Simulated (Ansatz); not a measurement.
# Alloy of InAs and AlAs (24 of 32 In sites exchanged), 64 atoms, part 1 of 2

Aim: relax the alloy cell and compare the gap by PBEsol and HSE06.

All numbers are computed with Ansatz 0.2.0 (PAW, plane waves).

**1. The system as built**

64 atoms (24 Al, 32 As, 8 In); a = 11.555 Å, b = 11.555 Å, c = 11.555 Å, α = 90.00°, β = 90.00°, γ = 90.00°. All atoms were shaken off their sites by about 0.02 Å along each axis.

Steps to follow: (2) PBEsol cell relaxation at the single k point (¼, ¼, ¼), on 1 × NVIDIA H100 80GB HBM3 with 4 threads of AMD EPYC 7R13; (3) HSE06 single point at the single k point (¼, ¼, ¼), on 1 × NVIDIA H100 80GB HBM3 with 4 threads of AMD EPYC 7R13.

**2. PBEsol relaxation of the cell and the positions**

in.yaml

```yaml
crystal:
  lattice:
    - [11.554817, 0.000000, 0.000000]
    - [0.000000, 11.554817, 0.000000]
    - [0.000000, 0.000000, 11.554817]
  atoms:
    - { symbol: Al, position: [0.002564, 0.001931, 0.000039] }
    - { symbol: Al, position: [0.999814, 0.000040, 0.500670] }
    - { symbol: Al, position: [0.999143, 0.500428, 0.000382] }
    - { symbol: Al, position: [0.999657, 0.498053, 0.501087] }
    - { symbol: Al, position: [0.500875, 0.999273, 0.998199] }
    - { symbol: Al, position: [0.503716, 0.000376, 0.498370] }
    - { symbol: Al, position: [0.501518, 0.497609, 0.999658] }
    - { symbol: Al, position: [0.500731, 0.501992, 0.500687] }
    - { symbol: Al, position: [0.253441, 0.252468, 0.497804] }
    - { symbol: Al, position: [0.248806, 0.750031, 0.999486] }
    - { symbol: Al, position: [0.751283, 0.249996, 0.501996] }
    - { symbol: Al, position: [0.749167, 0.750408, 0.998810] }
    - { symbol: Al, position: [0.751451, 0.752894, 0.502336] }
    - { symbol: Al, position: [0.250522, 0.000585, 0.749142] }
    - { symbol: Al, position: [0.250209, 0.498219, 0.747670] }
    - { symbol: Al, position: [0.749846, 0.000382, 0.250389] }
    - { symbol: Al, position: [0.749979, 0.500497, 0.250361] }
    - { symbol: Al, position: [0.001566, 0.249595, 0.250935] }
    - { symbol: Al, position: [0.000058, 0.249658, 0.750996] }
    - { symbol: Al, position: [0.000097, 0.753126, 0.252931] }
    - { symbol: Al, position: [0.000395, 0.749160, 0.752344] }
    - { symbol: Al, position: [0.496890, 0.251187, 0.748369] }
    - { symbol: Al, position: [0.499356, 0.750957, 0.250236] }
    - { symbol: Al, position: [0.500000, 0.749825, 0.751255] }
    - { symbol: As, position: [0.122713, 0.124371, 0.123857] }
    - { symbol: As, position: [0.122872, 0.126555, 0.628621] }
    - { symbol: As, position: [0.129001, 0.624466, 0.126982] }
    - { symbol: As, position: [0.125752, 0.627037, 0.624145] }
    - { symbol: As, position: [0.624248, 0.126258, 0.124735] }
    - { symbol: As, position: [0.625681, 0.125556, 0.623531] }
    - { symbol: As, position: [0.626329, 0.624608, 0.124804] }
    - { symbol: As, position: [0.622240, 0.625294, 0.625390] }
    - { symbol: As, position: [0.375073, 0.376532, 0.123959] }
    - { symbol: As, position: [0.373006, 0.374854, 0.624802] }
    - { symbol: As, position: [0.376367, 0.875444, 0.121911] }
    - { symbol: As, position: [0.375923, 0.873258, 0.625168] }
    - { symbol: As, position: [0.874212, 0.375873, 0.126555] }
    - { symbol: As, position: [0.874906, 0.377116, 0.625892] }
    - { symbol: As, position: [0.875791, 0.874813, 0.123905] }
    - { symbol: As, position: [0.878940, 0.874074, 0.625877] }
    - { symbol: As, position: [0.376634, 0.125914, 0.377393] }
    - { symbol: As, position: [0.374867, 0.124204, 0.873622] }
    - { symbol: As, position: [0.374765, 0.626200, 0.375204] }
    - { symbol: As, position: [0.373013, 0.626660, 0.872533] }
    - { symbol: As, position: [0.876760, 0.125451, 0.373929] }
    - { symbol: As, position: [0.875507, 0.125542, 0.872853] }
    - { symbol: As, position: [0.876232, 0.623555, 0.375009] }
    - { symbol: As, position: [0.874566, 0.625493, 0.872837] }
    - { symbol: As, position: [0.126182, 0.375443, 0.376800] }
    - { symbol: As, position: [0.125436, 0.373423, 0.876943] }
    - { symbol: As, position: [0.121468, 0.876618, 0.376743] }
    - { symbol: As, position: [0.125720, 0.872752, 0.876297] }
    - { symbol: As, position: [0.624414, 0.377118, 0.376141] }
    - { symbol: As, position: [0.625374, 0.374859, 0.877418] }
    - { symbol: As, position: [0.626381, 0.877633, 0.374073] }
    - { symbol: As, position: [0.624686, 0.876801, 0.875005] }
    - { symbol: In, position: [0.250282, 0.249731, 0.998422] }
    - { symbol: In, position: [0.249313, 0.750988, 0.502492] }
    - { symbol: In, position: [0.749352, 0.249934, 0.999816] }
    - { symbol: In, position: [0.250769, 0.996839, 0.251730] }
    - { symbol: In, position: [0.252358, 0.497588, 0.247337] }
    - { symbol: In, position: [0.750737, 0.000617, 0.747229] }
    - { symbol: In, position: [0.748741, 0.498577, 0.746310] }
    - { symbol: In, position: [0.500008, 0.252294, 0.251930] }
  symmetry: { detect: false }
kpoints:
  mp_grid: { grid: [1, 1, 1], shift: [0.25, 0.25, 0.25] }
hamiltonian:
  xc: pbesol
scf:
  occupations: { method: fermi_dirac, width: 0.01 }
relax:
  f_tol: 0.03
  max_steps: 80
  escape_saddle: false
  adjacent_minimum: "off"
  cell: { fix: [shape] }
output:
  forces: true
  eigenvalues: true
  populations: true
```

The run is started by

```
> ansatz run in.yaml --threads 4 --pin off --max-ram 42750MiB --runs-dir r --events-out ev --progress --plain --backend cuda --devices 0, --max-vram 37GiB
```

Output:

```text
Pseudopotentials: kind: paw
Functional definition: PBEsol
  exchange = pbesol_x
  correlation = pbesol_c
Crystal: 64 atoms, lattice volume = 1542.727 Å³
Basis set: ecut = 420 eV, 30095 PW (Γ), exchange–correlation on 160×160×160 points (8 copies of the dense FFT grid, shifted against one another)
Bands: 394, of which v1, the nominal top of the filled ones, is band 328 counted from 1 (327 counted from 0)
Symmetry: 1 space group operations
k-points: 1
Non-local potential: Al, projectors of the file, l = 0: 2, l = 1: 2, l = 2: 1
Non-local potential: As, projectors of the file, l = 0: 2, l = 1: 2, l = 2: 3, l = 3: 1
Non-local potential: In, projectors of the file, l = 0: 2, l = 1: 2, l = 2: 2, l = 3: 2
PAW form: soft (Blöchl's): semilocal exchange-correlation on the pseudo side does not see the compensation charge
PAW frozen core: Al, regenerated for the run's functional, and the local potential with it (the file was generated under x = pbe(κ = 0.804, μ = 0.2195149727645171), c = pbe(β = 0.06672455060314922))
PAW frozen core: As, regenerated for the run's functional, and the local potential with it (the file was generated under x = pbe(κ = 0.804, μ = 0.2195149727645171), c = pbe(β = 0.06672455060314922))
PAW frozen core: In, regenerated for the run's functional, and the local potential with it (the file was generated under x = pbe(κ = 0.804, μ = 0.2195149727645171), c = pbe(β = 0.06672455060314922))
PAW one-centre angular grid: Al, 110 points (default); XC on 64 Gauss nodes
PAW one-centre angular grid: As, 590 points (default); XC on 64 Gauss nodes
PAW one-centre angular grid: In, 590 points (default); XC on 64 Gauss nodes
Initial density: superposition of atomic densities (neutral atoms: chi_scale 0, normalization atom), corrected by the library's trained network
Initial wavefunctions: pseudopotential atomic-orbital guess
Functional: x = pbesol(κ = 0.804, μ = 0.12345679012345678), c = pbesol(β = 0.046)
SCF iter   1: F=—  HF=-210830.403971 eV  |F-HF|=—  |Δ(HF+E_count)|=         —  Δρ=3.68e-3  dr2=3.38e-1  ethr=1.77e-3  ⟨swp⟩=6.0  Hψ=1518  notcnv=0  defer=15
preconditioner: auto → Resta (q_TF=auto, 2.366 Å⁻¹)  ε∞=3.7  [insulator: Δε(μ)=1.862 eV  Ē_g=10.479 eV  σ=0.010 eV  W_gap=1.00  n_scr=340 (ndim 8)  ℏωp=17.3 eV  f_vac=0.022  D(μ)=0.00/eV (n_scr^D=0)  ε∞_Penn≈3.7]
SCF iter   2: F=—  HF=-210830.316889 eV  |F-HF|=—  |Δ(HF+E_count)|=   8.71e-2  Δρ=1.92e-3  dr2=8.94e-2  ethr=5.15e-5  ⟨swp⟩=3.0  Hψ=626  notcnv=0  defer=62
SCF iter   3: F=—  HF=-210830.302616 eV  |F-HF|=—  |Δ(HF+E_count)|=   1.43e-2  Δρ=5.23e-4  dr2=7.65e-3  ethr=1.36e-5  ⟨swp⟩=2.0  Hψ=464  notcnv=0  defer=62
SCF iter   4: F=—  HF=-210830.303668 eV  |F-HF|=—  |Δ(HF+E_count)|=   1.05e-3  Δρ=1.86e-4  dr2=7.88e-4  ethr=1.17e-6  ⟨swp⟩=2.0  Hψ=664  notcnv=0  defer=62
SCF iter   5: F=—  HF=-210830.301588 eV  |F-HF|=—  |Δ(HF+E_count)|=   2.08e-3  Δρ=5.35e-5  dr2=5.45e-5  ethr=1.20e-7  ⟨swp⟩=2.0  Hψ=655  notcnv=0  defer=62
SCF iter   6: F=—  HF=-210830.303558 eV  |F-HF|=—  |Δ(HF+E_count)|=   1.97e-3  Δρ=1.39e-5  dr2=3.13e-6  ethr=8.30e-9  ⟨swp⟩=2.0  Hψ=658  notcnv=0  defer=62
SCF iter   7: F=—  HF=-210830.303562 eV  |F-HF|=—  |Δ(HF+E_count)|=   4.44e-6  Δρ=3.92e-6  dr2=5.69e-7  ethr=4.77e-10  ⟨swp⟩=2.0  Hψ=650  notcnv=0  defer=62
SCF iter   8: F=-210830.303562 eV  HF=-210830.303562 eV  |F-HF|=1.59e-8  |Δ(HF+E_count)|=   2.79e-7  Δρ=1.36e-6  dr2=3.31e-8  ethr=1.52e-11  ⟨swp⟩=10.0  Hψ=2347  notcnv=0
SCF 1 converged in 8 iterations: F = -210830.303562 eV  dr2 = 3.31e-8
relax step   1: F+E_penalty+E_count = -210830.30356191 eV  Δ(F+E_penalty+E_count) = +0.000e0 eV  max|allowed force component| = 1.662e0 eV/Å  Δτ_max = 0.0000 Å  P = +0.501 GPa  Ω = 1542.727 Å³  fix = [alpha, beta, gamma, b/a, c/a]  reactions: b/a -0.009, c/a +0.000 GPa; alpha +0.520, beta +0.687, gamma +0.667 GPa/rad  (8 SCF iters, dr2 threshold 1.00e-7 eV, accepted)
[... 14 lines left out ...]
relax step   2: F+E_penalty+E_count = -210832.68735701 eV  Δ(F+E_penalty+E_count) = -2.384e0 eV  max|allowed force component| = 1.754e-1 eV/Å  Δτ_max = 0.1993 Å  P = -0.619 GPa  Ω = 1552.320 Å³  energy of the carried Pulay correction = -1.667e-3 eV  fix = [alpha, beta, gamma, b/a, c/a]  reactions: b/a +0.013, c/a +0.001 GPa; alpha +0.550, beta +0.579, gamma +0.578 GPa/rad  (7 SCF iters, dr2 thresh [...]
[... 4 lines left out ...]
relax step   3: F+E_penalty+E_count = -210832.75573539 eV  Δ(F+E_penalty+E_count) = -6.838e-2 eV  max|allowed force component| = 3.887e-2 eV/Å  Δτ_max = 0.0280 Å  P = +0.064 GPa  Ω = 1536.790 Å³  energy of the carried Pulay correction = +1.037e-3 eV  fix = [alpha, beta, gamma, b/a, c/a]  reactions: b/a +0.006, c/a -0.004 GPa; alpha +0.572, beta +0.570, gamma +0.563 GPa/rad  (6 SCF iters, dr2 thres [...]
[... 2 lines left out ...]
relax step   4: F+E_penalty+E_count = -210832.75805610 eV  Δ(F+E_penalty+E_count) = -2.321e-3 eV  max|allowed force component| = 4.201e-2 eV/Å  Δτ_max = 0.0319 Å  P = -0.007 GPa  Ω = 1538.234 Å³  energy of the carried Pulay correction = +7.844e-4 eV  fix = [alpha, beta, gamma, b/a, c/a]  reactions: b/a +0.007, c/a -0.003 GPa; alpha +0.567, beta +0.560, gamma +0.558 GPa/rad  (6 SCF iters, dr2 thres [...]
[... 5 lines left out ...]
relax step   5: F+E_penalty+E_count = -210832.75842614 eV  Δ(F+E_penalty+E_count) = -3.700e-4 eV  max|allowed force component| = 3.603e-2 eV/Å  Δτ_max = 0.0276 Å  P = +0.003 GPa  Ω = 1538.062 Å³  energy of the carried Pulay correction = +8.144e-4 eV  fix = [alpha, beta, gamma, b/a, c/a]  reactions: b/a +0.007, c/a -0.003 GPa; alpha +0.567, beta +0.563, gamma +0.564 GPa/rad  (6 SCF iters, dr2 thres [...]
[... 9 lines left out ...]
relax step   6: F+E_penalty+E_count = -210832.75956794 eV  Δ(F+E_penalty+E_count) = -1.142e-3 eV  max|allowed force component| = 1.865e-3 eV/Å  Δτ_max = 0.0125 Å  P = +0.001 GPa  Ω = 1538.086 Å³  energy of the carried Pulay correction = +8.101e-4 eV  fix = [alpha, beta, gamma, b/a, c/a]  reactions: b/a +0.007, c/a -0.003 GPa; alpha +0.567, beta +0.561, gamma +0.561 GPa/rad  (5 SCF iters, dr2 thres [...]
[... 9 lines left out ...]
relax step   7: F+E_penalty+E_count = -210832.75835399 eV  Δ(F+E_penalty+E_count) = +1.214e-3 eV  max|allowed force component| = 1.865e-3 eV/Å  Δτ_max = 0.0000 Å  P = +0.001 GPa  Ω = 1538.086 Å³  fix = [alpha, beta, gamma, b/a, c/a]  reactions: b/a +0.007, c/a -0.003 GPa; alpha +0.567, beta +0.561, gamma +0.561 GPa/rad  stress off target by 6.68e-4 GPa on what of the cell is left free  SCF on the [...]
SCF converged after 5 iterations
Free energy (F): -210832.758354 eV
Harris-Foulkes:  -210832.758354 eV  (|F-HF|=8.73e-11)
Internal energy: -210832.758354 eV  (E = F + TS)
E sigma→0 (E₀):  -210832.758354 eV
Fermi energy:    7.433226 eV
--- Per-component energies (eV) ---
  E_band       = -9034.588947
  E_kinetic    = 5811.352604
  E_local      = -78935.523225  (includes V_loc(G=0)·N_el)
  E_nonlocal   = -18182.330610
  E_hartree    = 40722.841176
  E_xc         = -5165.111664
  E_vxc        = -4028.862667  (∫ρ·V_xc dr)
  E_paw        = -100980.125710  (= ΣΔE_a)
  E_vpaw       = 4855.092248  (= ΣTr[D̂ρ^β])
  E_aug_tail   = 0.000404  (compensation charges beyond the density's cutoff)
  E_ewald      = -54137.133603
  E_core_change = 33.272274  (= ΣΔE_core)
  E_smearing   = -0.000000  (= −TS)
  E_closure    = -0.000000  (closes the sum)
  Σ components = -210832.758354   (vs F -210832.758354, Δ=0.00e0)
--- Forces (eV/Å), atoms counted from 1 ---
  atom   1  Al     0.00012734    -0.00039524    -0.00026783
  atom   2  Al     0.00052892    -0.00010981     0.00075556
  atom   3  Al     0.00044316     0.00012718    -0.00006565
  atom   4  Al    -0.00080231     0.00053550     0.00089150
  atom   5  Al     0.00008601    -0.00052849    -0.00044660
  atom   6  Al    -0.00014478    -0.00017524     0.00076147
  atom   7  Al    -0.00029659     0.00003399    -0.00049730
  atom   8  Al     0.00002376     0.00018325     0.00090923
  atom   9  Al     0.00026224    -0.00024253     0.00009183
  atom  10  Al     0.00024739    -0.00031080     0.00007341
  atom  11  Al     0.00005608     0.00005017     0.00025120
  atom  12  Al    -0.00035605    -0.00028337     0.00029298
  atom  13  Al     0.00034761    -0.00059470     0.00006921
  atom  14  Al    -0.00019094     0.00013231    -0.00070535
  atom  15  Al    -0.00073623     0.00016803     0.00042069
  atom  16  Al     0.00053837    -0.00055702    -0.00019068
  atom  17  Al     0.00038835    -0.00002290     0.00038676
  atom  18  Al    -0.00014429     0.00038737     0.00052875
  atom  19  Al     0.00044789     0.00087168     0.00034632
  atom  20  Al    -0.00029057     0.00075959     0.00065170
  atom  21  Al    -0.00008157     0.00026590    -0.00016636
  atom  22  Al     0.00020331     0.00016509    -0.00019394
  atom  23  Al     0.00013771     0.00061970    -0.00012526
  atom  24  Al    -0.00023398     0.00042655     0.00008558
  atom  25  As     0.00056047    -0.00068604     0.00028226
  atom  26  As    -0.00004424    -0.00077046    -0.00056785
  atom  27  As    -0.00057661    -0.00069550     0.00009401
  atom  28  As     0.00016814    -0.00030148    -0.00086513
  atom  29  As    -0.00075376     0.00096990    -0.00052489
  atom  30  As    -0.00089443    -0.00029976    -0.00008823
  atom  31  As     0.00026855    -0.00046098    -0.00058886
  atom  32  As     0.00041817    -0.00007116    -0.00053708
  atom  33  As    -0.00004198    -0.00186466    -0.00048005
  atom  34  As     0.00028303     0.00016075    -0.00036290
  atom  35  As     0.00104454     0.00029248    -0.00055855
  atom  36  As     0.00004281     0.00128436     0.00077046
  atom  37  As    -0.00094240     0.00123895     0.00066672
  atom  38  As    -0.00008175    -0.00016481    -0.00052670
  atom  39  As    -0.00061664     0.00077969    -0.00043071
  atom  40  As    -0.00022283    -0.00083931     0.00025686
  atom  41  As    -0.00098218    -0.00064784     0.00020871
  atom  42  As     0.00041431     0.00052404     0.00067059
  atom  43  As    -0.00002628    -0.00119012     0.00084062
  atom  44  As    -0.00000233     0.00077239    -0.00079188
  atom  45  As    -0.00018401     0.00074793    -0.00065419
  atom  46  As     0.00025710    -0.00120861     0.00034217
  atom  47  As     0.00084172     0.00074145     0.00035162
  atom  48  As     0.00026879    -0.00030357    -0.00051936
  atom  49  As     0.00013905    -0.00073614    -0.00064368
  atom  50  As    -0.00112889     0.00028722    -0.00186153
  atom  51  As    -0.00149450    -0.00032170     0.00100220
  atom  52  As     0.00060491    -0.00061056    -0.00007642
  atom  53  As     0.00139888     0.00024846     0.00018901
  atom  54  As    -0.00136479     0.00037952     0.00111649
  atom  55  As    -0.00061826    -0.00018189    -0.00087334
  atom  56  As     0.00054804    -0.00055725    -0.00047187
  atom  57  In     0.00166849     0.00018351     0.00126439
  atom  58  In    -0.00057019    -0.00047255    -0.00097730
  atom  59  In     0.00017073    -0.00036092    -0.00016665
  atom  60  In    -0.00046596     0.00088285     0.00044233
  atom  61  In    -0.00043509     0.00160244     0.00028639
  atom  62  In     0.00057781     0.00042686     0.00060310
  atom  63  In     0.00084881     0.00016833     0.00016247
  atom  64  In     0.00036189    -0.00045380    -0.00084013
  max |Σ_I F_I| component: 1.81e-6 eV/Å
--- Stress (GPa, compression-positive) ---
       -0.003008      -0.560699      -0.561211
       -0.560699       0.007324      -0.567363
       -0.561211      -0.567364      -0.002312
  P = ⅓ Tr σ = 0.0007 GPa (0.007 kbar)
--- Band table (eV) ---
  k-point 0: bands = [... 316 lower levels ..., "5.6687", "5.7183", "5.7520", "5.7955", "5.8383", "5.9547", "5.9960", "6.0574", "6.1040", "6.1952", "6.4663", "6.5161", "8.3505", "8.3958", "8.4104", "8.4381", "8.7747", "8.8958", "8.9317", "8.9750", "9.0784", "9.1359", "9.1842", "9.2306", ... 54 higher levels ...]
--- Relaxed structure (6 steps of the walk, 6 accepted, 1 SCFs on fresh bases) ---
  F+E_penalty+E_count = -210832.75835399 eV   max|allowed force component| = 1.865e-3 eV/Å   (the final SCF, on the basis selected at the relaxed cell)
  cell:  # Å, volume = 1538.0863 Å³
    - [11.543218025072097, -4.0244269930761423e-112, -1.7197986921896596e-114]
    - [-4.0244269930761423e-112, 11.543218025072097, 3.3611224529319277e-112]
    - [-1.7197986921896596e-114, 3.3611224529319277e-112, 11.543218025072097]
  atoms:
    - { symbol: Al, position: [0.0003474524316886354, -0.004151543546064084, -0.00101427385302291] }
    - { symbol: Al, position: [0.9974767523105674, 0.0003232160721887083, 0.49929804307467474] }
[... 62 atoms left out; the next input holds them all, rounded ...]
--- Löwdin populations: 64 sites ---
  site symbol       q [e]
     0     Al      2.6037
     1     Al      2.6027
     2     Al      2.6029
     3     Al      2.6023
     4     Al      2.6051
     5     Al      2.6038
     6     Al      2.6062
     7     Al      2.6029
     8     Al      2.6100
     9     Al      2.6082
    10     Al      2.6116
    11     Al      2.6136
    12     Al      2.6066
    13     Al      2.6086
    14     Al      2.6100
    15     Al      2.6117
    16     Al      2.6098
    17     Al      2.6055
    18     Al      2.6096
    19     Al      2.6069
    20     Al      2.6054
    21     Al      2.6045
    22     Al      2.6054
    23     Al      2.6090
    24     As     15.2903
    25     As     15.3421
    26     As     15.3151
    27     As     15.3160
    28     As     15.2919
    29     As     15.3149
    30     As     15.3421
    31     As     15.3157
    32     As     15.2660
    33     As     15.3403
    34     As     15.3140
    35     As     15.3162
    36     As     15.3130
    37     As     15.3183
    38     As     15.3435
    39     As     15.3155
    40     As     15.2889
    41     As     15.3173
    42     As     15.2883
    43     As     15.3427
    44     As     15.3428
    45     As     15.2889
    46     As     15.3409
    47     As     15.3133
    48     As     15.3140
    49     As     15.3204
    50     As     15.2940
    51     As     15.3397
    52     As     15.3169
    53     As     15.2897
    54     As     15.3395
    55     As     15.3171
    56     In     12.7278
    57     In     12.7270
    58     In     12.7229
    59     In     12.7287
    60     In     12.7279
    61     In     12.7272
    62     In     12.7270
    63     In     12.7243
  spilling = 0.002305 (of n_electrons = 656.000000)
```

Run time: 13 s. Hardware: 1 × NVIDIA H100 80GB HBM3 with 4 threads of AMD EPYC 7R13, shared host; peak host memory 1.6 GiB.

Recorded steps of the relaxation (solves on a freshly chosen basis count as rows, and their energies jump a little):

| accepted step | energy change (eV) | largest force component (eV/Å) | SCF cycles | pressure (GPa) |
| --- | --- | --- | --- | --- |
| 1 | 0.000 | 1.662 | 8 | 0.50 |
| 2 | -2.384 | 0.175 | 7 | -0.62 |
| 3 | -2.452 | 0.039 | 6 | 0.06 |
| 4 | -2.454 | 0.042 | 6 | -0.01 |
| 5 | -2.455 | 0.036 | 6 | 0.00 |
| 6 | -2.456 | 0.002 | 5 | 0.00 |
| 7 | -2.455 | 0.002 | 5 | 0.00 |

Largest shifts, less the median shift:

| atom | shift (Å) | dx | dy | dz |
| --- | --- | --- | --- | --- |
| As29 | 0.196 | 0.005 | -0.196 | -0.005 |
| As53 | 0.182 | 0.136 | 0.089 | 0.082 |
| As27 | 0.179 | -0.110 | 0.106 | -0.093 |
| As50 | 0.174 | -0.088 | 0.105 | -0.107 |
| As36 | 0.171 | 0.079 | 0.114 | 0.099 |
| As43 | 0.163 | 0.161 | 0.019 | 0.012 |
| As48 | 0.162 | 0.066 | 0.100 | 0.109 |
| As37 | 0.162 | 0.095 | 0.104 | 0.079 |

|  | before | after | change |
| --- | --- | --- | --- |
| a (Å) | 11.555 | 11.543 | -0.10 % |
| b (Å) | 11.555 | 11.543 | -0.10 % |
| c (Å) | 11.555 | 11.543 | -0.10 % |
| volume (Å³/atom) | 24.105 | 24.033 | -0.30 % |

Bonds in the relaxed cell, counted within a distance cut:

| pair | count | mean (Å) | spread (Å) | least | most |
| --- | --- | --- | --- | --- | --- |
| Al–As | 96 | 2.465 | 0.013 | 2.433 | 2.500 |
| As–In | 32 | 2.609 | 0.009 | 2.588 | 2.624 |

Spacing of the frontier levels at the single k point (¼, ¼, ¼): 1.83 eV (6.516 to 8.350 eV).

(Continued in part 2 of 2.)
